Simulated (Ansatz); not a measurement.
# CMo (triplet): the potential curve near its minimum, part 2 of 3

Aim: the potential curve near its minimum, for CMo (triplet), with the cost of each level. Spin multiplicity 3.

Ansatz 0.2.0, Gaussian bases. The steps go on from the part before.

**13. Bond length 1.4524 Å, PBE-D4/def2-QZVPP**

input.yaml

```yaml
crystal:
  periodic: [false, false, false]
  atoms:
    - { symbol: C, position_ang: [0.0, 0.0, 0.0] }
    - { symbol: Mo, position_ang: [0.0, 0.0, 1.4524] }
magnetization:
  spin_polarized: true
  initial_magnetization: 2
basis:
  gaussian: { orbitals: def2-QZVPP.json }
hamiltonian:
  xc: pbe
  dispersion: d4
```

The run is started by

```bash
$ ansatz run input.yaml --threads 2 --pin off --max-ram 5120MiB --backend cpu --events-out ev --progress --plain --runs-dir out
```

Log (excerpt; [...] marks lines left out):

```text
Warning: RAYON_NUM_THREADS=2 ignored (pool sized by the plan → 2); use --threads N
[...]
Functional definition: PBE
[...]
551 factors; their error is unknown
[...]
mean field -2886.38196813 eV, -106.0725808687 hartree, gradient 9.6e-6 eV, S^2 2.107645; 7 other end points of the search recorded, 0 dependent functions left out
reference -2886.38201002 eV, -106.0725824082 hartree; 11, 9 occupied and 127, 129 virtual orbitals, 551 factors
Total energy: -2886.43156695 eV, -106.0744035917 hartree
```

It took 38 s on 2 threads of Intel Xeon at 2.50GHz (Skylake/Cascade Lake), shared host; peak memory 0.3 GiB.

**14. Bond length 1.5184 Å, PBE-D4/def2-QZVPP**

input.yaml, as its differences from that of step 13:

```diff
@@ -4,3 +4,3 @@
     - { symbol: C, position_ang: [0.0, 0.0, 0.0] }
-    - { symbol: Mo, position_ang: [0.0, 0.0, 1.4524] }
+    - { symbol: Mo, position_ang: [0.0, 0.0, 1.5184] }
 magnetization:
```

The run is started by

```bash
$ ansatz run input.yaml --threads 2 --pin off --max-ram 5120MiB --backend cpu --events-out ev --progress --plain --runs-dir out
```

Log (excerpt; [...] marks lines left out):

```text
Warning: RAYON_NUM_THREADS=2 ignored (pool sized by the plan → 2); use --threads N
[...]
[... 1 set-up line as earlier in the session ...]
[...]
551 factors; their error is unknown
[...]
mean field -2887.21485755 eV, -106.1031889904 hartree, gradient 5.3e-6 eV, S^2 2.148527; 6 other end points of the search recorded, 0 dependent functions left out
reference -2887.21490077 eV, -106.1031905789 hartree; 11, 9 occupied and 127, 129 virtual orbitals, 551 factors
Total energy: -2887.26385947 eV, -106.1049897779 hartree
```

It took 34 s on 2 threads of Intel Xeon at 2.50GHz (Skylake/Cascade Lake), shared host; peak memory 0.29 GiB.

**15. Bond length 1.5762 Å, PBE-D4/def2-QZVPP**

input.yaml, as its differences from that of step 14:

```diff
@@ -4,3 +4,3 @@
     - { symbol: C, position_ang: [0.0, 0.0, 0.0] }
-    - { symbol: Mo, position_ang: [0.0, 0.0, 1.5184] }
+    - { symbol: Mo, position_ang: [0.0, 0.0, 1.5762] }
 magnetization:
```

The run is started by

```bash
$ ansatz run input.yaml --threads 2 --pin off --max-ram 5120MiB --backend cpu --events-out ev --progress --plain --runs-dir out
```

Log (excerpt; [...] marks lines left out):

```text
Warning: RAYON_NUM_THREADS=2 ignored (pool sized by the plan → 2); use --threads N
[...]
[... 1 set-up line as earlier in the session ...]
[...]
551 factors; their error is unknown
[...]
mean field -2887.62969498 eV, -106.1184339847 hartree, gradient 5.4e-6 eV, S^2 2.193410; 6 other end points of the search recorded, 0 dependent functions left out
reference -2887.62973930 eV, -106.1184356136 hartree; 11, 9 occupied and 127, 129 virtual orbitals, 551 factors
Total energy: -2887.67821817 eV, -106.1202171791 hartree
```

It took 35 s on 2 threads of Intel Xeon at 2.50GHz (Skylake/Cascade Lake), shared host; peak memory 0.3 GiB.

**16. Bond length 1.6175 Å, PBE-D4/def2-QZVPP**

input.yaml, as its differences from that of step 15:

```diff
@@ -4,3 +4,3 @@
     - { symbol: C, position_ang: [0.0, 0.0, 0.0] }
-    - { symbol: Mo, position_ang: [0.0, 0.0, 1.5762] }
+    - { symbol: Mo, position_ang: [0.0, 0.0, 1.6175] }
 magnetization:
```

The run is started by

```bash
$ ansatz run input.yaml --threads 2 --pin off --max-ram 5120MiB --backend cpu --events-out ev --progress --plain --runs-dir out
```

Log (excerpt; [...] marks lines left out):

```text
Warning: RAYON_NUM_THREADS=2 ignored (pool sized by the plan → 2); use --threads N
[...]
[... 1 set-up line as earlier in the session ...]
[...]
551 factors; their error is unknown
[...]
mean field -2887.78548600 eV, -106.1241591991 hartree, gradient 4.1e-6 eV, S^2 2.230562; 6 other end points of the search recorded, 0 dependent functions left out
reference -2887.78553098 eV, -106.1241608524 hartree; 11, 9 occupied and 127, 129 virtual orbitals, 551 factors
Total energy: -2887.83368956 eV, -106.1259306475 hartree
```

Wall time 30 s (2 threads of Intel Xeon at 2.50GHz (Skylake/Cascade Lake), shared host); peak memory 0.29 GiB.

**17. Bond length 1.6505 Å, PBE-D4/def2-QZVPP**

input.yaml, as its differences from that of step 16:

```diff
@@ -4,3 +4,3 @@
     - { symbol: C, position_ang: [0.0, 0.0, 0.0] }
-    - { symbol: Mo, position_ang: [0.0, 0.0, 1.6175] }
+    - { symbol: Mo, position_ang: [0.0, 0.0, 1.6505] }
 magnetization:
```

The run is started by

```bash
$ ansatz run input.yaml --threads 2 --pin off --max-ram 5120MiB --backend cpu --events-out ev --progress --plain --runs-dir out
```

Log (excerpt; [...] marks lines left out):

```text
Warning: RAYON_NUM_THREADS=2 ignored (pool sized by the plan → 2); use --threads N
[...]
[... 1 set-up line as earlier in the session ...]
[...]
551 factors; their error is unknown
[...]
mean field -2887.84121665 eV, -106.1262072627 hartree, gradient 7.4e-6 eV, S^2 2.263258; 7 other end points of the search recorded, 0 dependent functions left out
reference -2887.84126206 eV, -106.1262089316 hartree; 11, 9 occupied and 127, 129 virtual orbitals, 551 factors
Total energy: -2887.88917718 eV, -106.1279697799 hartree
```

Wall time 31 s (2 threads of Intel Xeon at 2.50GHz (Skylake/Cascade Lake), shared host); peak memory 0.29 GiB.

**18. Bond length 1.6917 Å, PBE-D4/def2-QZVPP**

input.yaml, as its differences from that of step 17:

```diff
@@ -4,3 +4,3 @@
     - { symbol: C, position_ang: [0.0, 0.0, 0.0] }
-    - { symbol: Mo, position_ang: [0.0, 0.0, 1.6505] }
+    - { symbol: Mo, position_ang: [0.0, 0.0, 1.6917] }
 magnetization:
```

The run is started by

```bash
$ ansatz run input.yaml --threads 2 --pin off --max-ram 5120MiB --backend cpu --events-out ev --progress --plain --runs-dir out
```

Log (excerpt; [...] marks lines left out):

```text
Warning: RAYON_NUM_THREADS=2 ignored (pool sized by the plan → 2); use --threads N
[...]
[... 1 set-up line as earlier in the session ...]
[...]
551 factors; their error is unknown
[...]
mean field -2887.83942123 eV, -106.1261412825 hartree, gradient 1.8e-6 eV, S^2 2.308055; 9 other end points of the search recorded, 0 dependent functions left out
reference -2887.83946705 eV, -106.1261429663 hartree; 11, 9 occupied and 127, 129 virtual orbitals, 551 factors
Total energy: -2887.88709291 eV, -106.1278931844 hartree
```

It took 39 s on 2 threads of Intel Xeon at 2.50GHz (Skylake/Cascade Lake), shared host; peak memory 0.3 GiB.

**19. Bond length 1.7412 Å, PBE-D4/def2-QZVPP**

input.yaml, as its differences from that of step 18:

```diff
@@ -4,3 +4,3 @@
     - { symbol: C, position_ang: [0.0, 0.0, 0.0] }
-    - { symbol: Mo, position_ang: [0.0, 0.0, 1.6917] }
+    - { symbol: Mo, position_ang: [0.0, 0.0, 1.7412] }
 magnetization:
```

The run is started by

```bash
$ ansatz run input.yaml --threads 2 --pin off --max-ram 5120MiB --backend cpu --events-out ev --progress --plain --runs-dir out
```

Log (excerpt; [...] marks lines left out):

```text
Warning: RAYON_NUM_THREADS=2 ignored (pool sized by the plan → 2); use --threads N
[...]
[... 1 set-up line as earlier in the session ...]
[...]
551 factors; their error is unknown
[...]
mean field -2887.75187624 eV, -106.1229240632 hartree, gradient 7.0e-6 eV, S^2 2.368924; 7 other end points of the search recorded, 0 dependent functions left out
reference -2887.75192236 eV, -106.1229257581 hartree; 11, 9 occupied and 127, 129 virtual orbitals, 551 factors
Total energy: -2887.79922158 eV, -106.1246639724 hartree
```

It took 36 s on 2 threads of Intel Xeon at 2.50GHz (Skylake/Cascade Lake), shared host; peak memory 0.29 GiB.

**20. Bond length 1.799 Å, PBE-D4/def2-QZVPP**

input.yaml, as its differences from that of step 19:

```diff
@@ -4,3 +4,3 @@
     - { symbol: C, position_ang: [0.0, 0.0, 0.0] }
-    - { symbol: Mo, position_ang: [0.0, 0.0, 1.7412] }
+    - { symbol: Mo, position_ang: [0.0, 0.0, 1.799] }
 magnetization:
```

The run is started by

```bash
$ ansatz run input.yaml --threads 2 --pin off --max-ram 5120MiB --backend cpu --events-out ev --progress --plain --runs-dir out
```

Log (excerpt; [...] marks lines left out):

```text
Warning: RAYON_NUM_THREADS=2 ignored (pool sized by the plan → 2); use --threads N
[...]
[... 1 set-up line as earlier in the session ...]
[...]
551 factors; their error is unknown
[...]
mean field -2887.55937695 eV, -106.1158498448 hartree, gradient 3.3e-6 eV, S^2 2.454108; 11 other end points of the search recorded, 0 dependent functions left out
reference -2887.55942319 eV, -106.1158515440 hartree; 11, 9 occupied and 127, 129 virtual orbitals, 551 factors
Total energy: -2887.60637063 eV, -106.1175768308 hartree
```

It took 36 s on 2 threads of Intel Xeon at 2.50GHz (Skylake/Cascade Lake), shared host; peak memory 0.3 GiB.

**21. Bond length 1.8815 Å, PBE-D4/def2-QZVPP**

input.yaml, as its differences from that of step 20:

```diff
@@ -4,3 +4,3 @@
     - { symbol: C, position_ang: [0.0, 0.0, 0.0] }
-    - { symbol: Mo, position_ang: [0.0, 0.0, 1.799] }
+    - { symbol: Mo, position_ang: [0.0, 0.0, 1.8815] }
 magnetization:
```

The run is started by

```bash
$ ansatz run input.yaml --threads 2 --pin off --max-ram 5120MiB --backend cpu --events-out ev --progress --plain --runs-dir out
```

Log (excerpt; [...] marks lines left out):

```text
Warning: RAYON_NUM_THREADS=2 ignored (pool sized by the plan → 2); use --threads N
[...]
[... 1 set-up line as earlier in the session ...]
[...]
551 factors; their error is unknown
[...]
mean field -2887.17144466 eV, -106.1015935963 hartree, gradient 8.5e-6 eV, S^2 2.621740; 19 other end points of the search recorded, 0 dependent functions left out
reference -2887.17149062 eV, -106.1015952851 hartree; 11, 9 occupied and 127, 129 virtual orbitals, 551 factors
Total energy: -2887.21800282 eV, -106.1033045769 hartree
```

It took 53 s on 2 threads of Intel Xeon at 2.50GHz (Skylake/Cascade Lake), shared host; peak memory 0.29 GiB.

**22. Bond length 1.4524 Å, r2SCAN-D4/def2-QZVPP**

input.yaml

```yaml
crystal:
  periodic: [false, false, false]
  atoms:
    - { symbol: C, position_ang: [0.0, 0.0, 0.0] }
    - { symbol: Mo, position_ang: [0.0, 0.0, 1.4524] }
magnetization:
  spin_polarized: true
  initial_magnetization: 2
basis:
  gaussian: { orbitals: def2-QZVPP.json }
hamiltonian:
  xc: r2scan
  dispersion: d4
```

The run is started by

```bash
$ ansatz run input.yaml --threads 2 --pin off --max-ram 5120MiB --backend cpu --events-out ev --progress --plain --runs-dir out
```

Log (excerpt; [...] marks lines left out):

```text
Warning: RAYON_NUM_THREADS=2 ignored (pool sized by the plan → 2); use --threads N
[...]
Functional definition: r2SCAN
[...]
551 factors; their error is unknown
[...]
mean field -2887.16098769 eV, -106.1012093097 hartree, gradient 8.1e-6 eV, S^2 2.217771; 5 other end points of the search recorded, 0 dependent functions left out
reference -2887.16100774 eV, -106.1012100464 hartree; 11, 9 occupied and 127, 129 virtual orbitals, 551 factors
Total energy: -2887.17015417 eV, -106.1015461716 hartree
```

Run time: 37 s. Hardware: 2 threads of Intel Xeon at 2.50GHz (Skylake/Cascade Lake), shared host; peak memory 0.31 GiB.

**23. Bond length 1.5184 Å, r2SCAN-D4/def2-QZVPP**

input.yaml, as its differences from that of step 22:

```diff
@@ -4,3 +4,3 @@
     - { symbol: C, position_ang: [0.0, 0.0, 0.0] }
-    - { symbol: Mo, position_ang: [0.0, 0.0, 1.4524] }
+    - { symbol: Mo, position_ang: [0.0, 0.0, 1.5184] }
 magnetization:
```

The run is started by

```bash
$ ansatz run input.yaml --threads 2 --pin off --max-ram 5120MiB --backend cpu --events-out ev --progress --plain --runs-dir out
```

Log (excerpt; [...] marks lines left out):

```text
Warning: RAYON_NUM_THREADS=2 ignored (pool sized by the plan → 2); use --threads N
[...]
[... 1 set-up line as earlier in the session ...]
[...]
551 factors; their error is unknown
[...]
mean field -2887.97181320 eV, -106.1310065976 hartree, gradient 4.1e-6 eV, S^2 2.284493; 5 other end points of the search recorded, 0 dependent functions left out
reference -2887.97183357 eV, -106.1310073462 hartree; 11, 9 occupied and 127, 129 virtual orbitals, 551 factors
Total energy: -2887.98087183 eV, -106.1313394959 hartree
```

Wall time 45 s (2 threads of Intel Xeon at 2.50GHz (Skylake/Cascade Lake), shared host); peak memory 0.35 GiB.

**24. Bond length 1.5762 Å, r2SCAN-D4/def2-QZVPP**

input.yaml, as its differences from that of step 23:

```diff
@@ -4,3 +4,3 @@
     - { symbol: C, position_ang: [0.0, 0.0, 0.0] }
-    - { symbol: Mo, position_ang: [0.0, 0.0, 1.5184] }
+    - { symbol: Mo, position_ang: [0.0, 0.0, 1.5762] }
 magnetization:
```

The run is started by

```bash
$ ansatz run input.yaml --threads 2 --pin off --max-ram 5120MiB --backend cpu --events-out ev --progress --plain --runs-dir out
```

Log (excerpt; [...] marks lines left out):

```text
Warning: RAYON_NUM_THREADS=2 ignored (pool sized by the plan → 2); use --threads N
[...]
[... 1 set-up line as earlier in the session ...]
[...]
551 factors; their error is unknown
[...]
mean field -2888.37172267 eV, -106.1457029996 hartree, gradient 5.9e-6 eV, S^2 2.356571; 9 other end points of the search recorded, 0 dependent functions left out
reference -2888.37174326 eV, -106.1457037561 hartree; 11, 9 occupied and 127, 129 virtual orbitals, 551 factors
Total energy: -2888.38069534 eV, -106.1460327389 hartree
```

Run time: 58 s. Hardware: 2 threads of Intel Xeon at 2.50GHz (Skylake/Cascade Lake), shared host; peak memory 0.35 GiB.

**25. Bond length 1.6175 Å, r2SCAN-D4/def2-QZVPP**

input.yaml, as its differences from that of step 24:

```diff
@@ -4,3 +4,3 @@
     - { symbol: C, position_ang: [0.0, 0.0, 0.0] }
-    - { symbol: Mo, position_ang: [0.0, 0.0, 1.5762] }
+    - { symbol: Mo, position_ang: [0.0, 0.0, 1.6175] }
 magnetization:
```

The run is started by

```bash
$ ansatz run input.yaml --threads 2 --pin off --max-ram 5120MiB --backend cpu --events-out ev --progress --plain --runs-dir out
```

Log (excerpt; [...] marks lines left out):

```text
Warning: RAYON_NUM_THREADS=2 ignored (pool sized by the plan → 2); use --threads N
[...]
[... 1 set-up line as earlier in the session ...]
[...]
551 factors; their error is unknown
[...]
mean field -2888.51964308 eV, -106.1511389743 hartree, gradient 7.9e-6 eV, S^2 2.418641; 11 other end points of the search recorded, 0 dependent functions left out
reference -2888.51966378 eV, -106.1511397348 hartree; 11, 9 occupied and 127, 129 virtual orbitals, 551 factors
Total energy: -2888.52855873 eV, -106.1514666185 hartree
```

Wall time 62 s (2 threads of Intel Xeon at 2.50GHz (Skylake/Cascade Lake), shared host); peak memory 0.36 GiB.

**26. Bond length 1.6505 Å, r2SCAN-D4/def2-QZVPP**

input.yaml, as its differences from that of step 25:

```diff
@@ -4,3 +4,3 @@
     - { symbol: C, position_ang: [0.0, 0.0, 0.0] }
-    - { symbol: Mo, position_ang: [0.0, 0.0, 1.6175] }
+    - { symbol: Mo, position_ang: [0.0, 0.0, 1.6505] }
 magnetization:
```

The run is started by

```bash
$ ansatz run input.yaml --threads 2 --pin off --max-ram 5120MiB --backend cpu --events-out ev --progress --plain --runs-dir out
```

Log (excerpt; [...] marks lines left out):

```text
Warning: RAYON_NUM_THREADS=2 ignored (pool sized by the plan → 2); use --threads N
[...]
[... 1 set-up line as earlier in the session ...]
[...]
551 factors; their error is unknown
[...]
mean field -2888.57122007 eV, -106.1530343938 hartree, gradient 7.3e-6 eV, S^2 2.477259; 9 other end points of the search recorded, 0 dependent functions left out
reference -2888.57124083 eV, -106.1530351566 hartree; 11, 9 occupied and 127, 129 virtual orbitals, 551 factors
Total energy: -2888.58009264 eV, -106.1533604547 hartree
```

Wall time 77 s (2 threads of Intel Xeon at 2.50GHz (Skylake/Cascade Lake), shared host); peak memory 0.35 GiB.

**27. Bond length 1.6917 Å, r2SCAN-D4/def2-QZVPP**

input.yaml, as its differences from that of step 26:

```diff
@@ -4,3 +4,3 @@
     - { symbol: C, position_ang: [0.0, 0.0, 0.0] }
-    - { symbol: Mo, position_ang: [0.0, 0.0, 1.6505] }
+    - { symbol: Mo, position_ang: [0.0, 0.0, 1.6917] }
 magnetization:
```

The run is started by

```bash
$ ansatz run input.yaml --threads 2 --pin off --max-ram 5120MiB --backend cpu --events-out ev --progress --plain --runs-dir out
```

Log (excerpt; [...] marks lines left out):

```text
Warning: RAYON_NUM_THREADS=2 ignored (pool sized by the plan → 2); use --threads N
[...]
[... 1 set-up line as earlier in the session ...]
[...]
551 factors; their error is unknown
[...]
mean field -2888.56792203 eV, -106.1529131928 hartree, gradient 8.1e-6 eV, S^2 2.566435; 16 other end points of the search recorded, 0 dependent functions left out
reference -2888.56794284 eV, -106.1529139577 hartree; 11, 9 occupied and 127, 129 virtual orbitals, 551 factors
Total energy: -2888.57674377 eV, -106.1532373860 hartree
```

Run time: 1.8 min. Hardware: 2 threads of Intel Xeon at 2.50GHz (Skylake/Cascade Lake), shared host; peak memory 0.35 GiB.

(Part 2 of 3 ends here.)
